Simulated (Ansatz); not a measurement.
# Cl2H5NSi2: the cost of one run

The runs use Ansatz 0.2.0, Gaussian basis; the settings change from run to run.

## 1. The relaxed structure

The structure was relaxed beforehand with PBE0-D4 in a triple-zeta def2 set.

SMILES `Cl[SiH2]N[SiH2]Cl`, 10 atoms, charge 0, spin multiplicity 1.

Atoms are counted from 1 here; the program's logs count them from 0.

Bond lengths: Cl1–Si2 2.059 Å, Si2–N3 1.715 Å, Si2–H6 1.478 Å, Si2–H7 1.477 Å, N3–Si4 1.715 Å, N3–H8 1.011 Å, Si4–Cl5 2.059 Å, Si4–H9 1.479 Å, Si4–H10 1.477 Å. Angles: Cl1–Si2–N3 112.2°, Cl1–Si2–H6 106.0°, Cl1–Si2–H7 107.4°, N3–Si2–H6 110.3°, N3–Si2–H7 107.9°, H6–Si2–H7 113.0°, Si2–N3–Si4 127.4°, Si2–N3–H8 116.3°, Si4–N3–H8 116.3°, N3–Si4–Cl5 112.2°, N3–Si4–H9 110.3°, N3–Si4–H10 107.9°, Cl5–Si4–H9 106.0°, Cl5–Si4–H10 107.4°, H9–Si4–H10 113.0°.

## 2. PBE-QIDH/aug-cc-pVTZ

Options: high accuracy.

in.yaml

```yaml
crystal:
  periodic: [false, false, false]
  atoms:
    - {symbol: Cl, position_ang: [-2.318700, -1.418130, 1.357156]}
    - {symbol: Si, position_ang: [-1.344973, 0.267495, 0.686118]}
    - {symbol: N, position_ang: [-0.248837, -0.080164, -0.585871]}
    - {symbol: Si, position_ang: [1.453779, -0.251187, -0.475813]}
    - {symbol: Cl, position_ang: [2.448073, 1.443580, -1.091562]}
    - {symbol: H, position_ang: [-2.402049, 1.188305, 0.216501]}
    - {symbol: H, position_ang: [-0.568013, 0.809768, 1.819630]}
    - {symbol: H, position_ang: [-0.652131, -0.197001, -1.505717]}
    - {symbol: H, position_ang: [1.918476, -1.340312, -1.361202]}
    - {symbol: H, position_ang: [1.797574, -0.473655, 0.943660]}
basis:
  gaussian: {orbitals: aug-cc-pVTZ}
hamiltonian: {xc: {name: PBE-QIDH}}
accuracy: high
output: {forces: true}
```

Launch:

```
> ansatz run in.yaml --threads 4 --pin off --events-out ev --progress --plain --max-ram 10444MiB
```

**Question.** How long does this run take on 4 threads of Arm Neoverse V2, shared host, and how much memory does it need?

About 2.6 min, with a peak of 4.6 GiB.
